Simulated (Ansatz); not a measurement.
# TaRu: a relaxation

The task is a relaxation on TaRu. The structure is shown as the input types it.

Program: Ansatz 0.2.0. Level of theory: DFT, PBEsol, PAW with Ansatz's default frozen-core files, scalar-relativistic; relaxation of cell and atoms. These are calculated values, not measurements.

### Step 1. Starting point

Symmetry: Pm-3m, No. 221, cubic system. The conventional cell has a = 3.187 Å, b = 3.187 Å, c = 3.187 Å, α = 90.00°, β = 90.00°, γ = 90.00°. Ta (site symmetry m-3m) is surrounded by 8 Ru at 2.76 Å. Ru (site symmetry m-3m) has 8 Ta at 2.76 Å as nearest neighbours.

Coordinates:

```xyz
2
Lattice="3.1870 0.0000 0.0000 0.0000 3.1870 0.0000 0.0000 0.0000 3.1870" Properties=species:S:1:pos:R:3 pbc="T T T"
Ta    1.5935    1.5935    1.5935
Ru    0.0000    0.0000    0.0000
```

### Step 2. The run

input.yaml

```yaml
crystal:
  lattice:
    - [3.187, 0.0, 0.0]
    - [0.0, 3.187, 0.0]
    - [0.0, 0.0, 3.187]
  atoms:
    - { symbol: Ta, position: [0.5, 0.5, 0.5] }
    - { symbol: Ru, position: [0.0, 0.0, 0.0] }
kpoints:
  mp_grid: { grid: [10, 10, 10] }
scf:
  occupations: { method: fermi_dirac, width: 0.05 }
  max_iter: 80
hamiltonian:
  xc: pbesol
  pseudopotentials: { kind: paw }
relax:
  f_tol: 0.002
  max_steps: 80
  cell: {}
  max_displacement: 2.0
output:
  forces: true
  stress: true
```

Run with:

```sh
$ ansatz run input.yaml --threads 1 --pin off --max-ram 3072MiB --backend cpu --events-out ev --progress --plain --runs-dir out
```

**Question.** How will this run end, and is anything wrong with its input?

This run ends as converged. That alone doesn't make the input a sound one.

The suspect setting: relax.max_displacement is 2.0. The risk: steps too long. It still converged here, which does not make the setting sound.

Run again and compare: delete relax.max_displacement (the default then holds).
